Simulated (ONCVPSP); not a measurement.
# Pseudopotential generation for Ta: ONCV, PBE

Task: generate the file, and judge it by its errors in other configurations, its logarithmic derivatives, its ghosts and its cutoff.

Method: ONCVPSP 4.0.1, PBE, scalar-relativistic.

**1. The atom and the settings**

Typed settings, in words:

```json
{"element": "tantalum (Ta, Z = 73)", "type": "optimised norm-conserving Vanderbilt (ONCV)", "frozen core": "[Kr] 4d10 4f14 5s2", "valence charge": "11", "reference configuration": "5p6 5d3 6s1 (charge +1)", "partial waves": "6s: rc 2.40 bohr, ncon 4, nbas 8, qcut 2.2 1/bohr, 2 projectors, debl 2.2 Ha; 5p: rc 1.25 bohr, ncon 4, nbas 8, qcut 6.1 1/bohr, 3 projectors, debl 1.1 Ha; 5d: rc 3.05 bohr, ncon 4, nbas 9, qcut 4.5 1/bohr, 3 projectors, debl 0.7 Ha; f scattering state at 0.47 Ha: rc 2.45 bohr, ncon 4, nbas 9, qcut 4.9 1/bohr, 2 projectors, debl 3.5 Ha", "local potential": "polynomial inside 0.90 bohr (lpopt 5, dvloc0 6 Ha)", "core correction": "Teter function fitted to the true core (icmod 2), fcfact 0.2"}
```

**2. Generation**

Ta.dat reads:

```
# ATOM AND REFERENCE CONFIGURATION
# atsym  z   nc   nv     iexc    psfile
  Ta 73.00   11    3        4      upf
#
#   n    l    f
    1    0    2.00
    2    0    2.00
    2    1    6.00
    3    0    2.00
    3    1    6.00
    3    2   10.00
    4    0    2.00
    4    1    6.00
    4    2   10.00
    4    3   14.00
    5    0    2.00
    5    1    6.00
    5    2    3.00
    6    0    1.00
#
# PSEUDOPOTENTIAL AND OPTIMIZATION
# lmax
    3
#
#   l,   rc,      ep,       ncon, nbas, qcut
    0    2.40    0.00    4    8    2.20
    1    1.25    0.00    4    8    6.10
    2    3.05    0.00    4    9    4.50
    3    2.45    0.47    4    9    4.90
#
# LOCAL POTENTIAL
# lloc, lpopt,  rc(5),   dvloc0
    4    5    0.90    6.00
#
# VANDERBILT-KLEINMAN-BYLANDER PROJECTORs
# l, nproj, debl
    0    2    2.20
    1    3    1.10
    2    3    0.70
    3    2    3.50
#
# MODEL CORE CHARGE
# icmod, fcfact, rcfact
    2    0.20    0.65
#
# LOG DERIVATIVE ANALYSIS
# epsh1, epsh2, depsh
   -3.00    5.00    0.02
#
# OUTPUT GRID
# rlmax, drl
    6.00    0.01
#
# TEST CONFIGURATIONS
# ncnf
    4
# nvcnf
#   n    l    f
    3
    5    1    6.00
    5    2    3.00
    6    0    2.00
#
    3
    5    1    6.00
    5    2    3.00
    6    0    0.00
#
    3
    5    1    6.00
    5    2    2.00
    6    0    0.00
#
    3
    5    1    6.00
    5    2    2.00
    6    0    2.00
#
```

On the command line:

```sh
oncvpsp.x < Ta.dat > Ta.out
```

Before running it: what results should come out? Wanted: cutoffs for 1 and 0.1 mHa per electron, occupied waves; bound ghosts; GHOST(+) flags; largest test error; largest phase difference near zero energy, channels read; rms error of d²Exc/dn², without and with the model core; projector energies reset by the program.

The runs gave:

| quantity | value |
| --- | --- |
| cutoffs for 1 and 0.1 mHa per electron, occupied waves | 103 Ha and 130 Ha |
| bound ghosts | s at -247.54 eV, p at -1218.72 eV |
| GHOST(+) flags | s at 34 eV, p at 331 eV, f at 485 eV |
| largest test error (AE − PS) | +47 meV, for 5p6 5d2 6s0 |
| largest phase difference near zero energy, channels read | 0.005 rad |
| rms error of d²Exc/dn², without and with the model core | 5.14 and 1.85 mHa |
| projector energies reset by the program | p: -1.713, 0.250, 1.350 Ha |

In words: It has a bound ghost (s, p), a state that the atom doesn't have, and that rules the file out. The worst unpolarised test, 5p6 5d2 6s0, is off by 47 meV on 38.6 eV; by total energies transferability rates as fair. By its cutoff, 103 Ha for the looser tolerance, it is very hard. At the looser tolerance the 5p wave is the slowest; 5d needs 8 Ha. Near zero energy the phases of the channels with partial waves agree within 0.005 rad. The program also flags highly localised states, GHOST(+) (s, p, f). Note that the frozen 4f shell (-32 eV) lies higher than the valence 5p shell (-47 eV). These are tests on the free atom; a crystal test is still owed.
